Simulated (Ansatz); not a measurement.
The system is NbRu3C.

```
Ru Nb C
1.0
     4.06514    0.00000    0.00000
     0.00000    4.06514    0.00000
     0.00000    0.00000    4.06514
Ru Nb C
3 1 1
Cartesian
  2.0326 2.0326 0.0000
  2.0326 0.0000 2.0326
  0.0000 2.0326 2.0326
  0.0000 0.0000 0.0000
  2.0326 2.0326 2.0326
```

The cell comes from a database or a generator and needn't be the stable form of this composition.

- Program: Ansatz 0.2.0
- Task: relaxation of cell and atoms
- Functional: LDA
- Potentials or basis: Ansatz PAW
- Cutoff: 420 eV (not typed: the program's choice for these potentials)
- k mesh: 7 × 7 × 7
- Occupations: fermi-dirac, width 0.05 eV
- Spin: no spin polarisation

At the start: volume 13.44 Å³/atom.

Where does the relaxation end?

It ends after 6 steps and the volume is 12.66 Å³/atom (-5.8 %); space group Pm-3m (No. 221, to 0.05 Å).

Step by step:
```tsv
step	energy change (eV)	largest force (eV/Å)	volume (Å³)
1	0.0000	0.0000	67.18
2	-0.1183	0.0000	60.88
3	-0.2168	0.0000	63.57
4	-0.2181	0.0000	63.33
5	-0.2181	0.0000	63.31
6	-0.2155	0.0000	63.31
```

Final structure:
```
CELL_PARAMETERS angstrom
3.98555 0.00000 0.00000
0.00000 3.98555 0.00000
0.00000 0.00000 3.98555
ATOMIC_POSITIONS crystal
Ru 0.50000 0.50000 0.00000
Ru 0.50000 0.00000 0.50000
Ru 0.00000 0.50000 0.50000
Nb 0.00000 0.00000 0.00000
C 0.50000 0.50000 0.50000
```

Caveat: the plane-wave basis is chosen anew once the cell has moved, so the energies of steps on either side of that aren't comparable; the PAW data sets come from PBE, with cores solved anew for the run's functional, which leaves a small shift of forces and pressure.
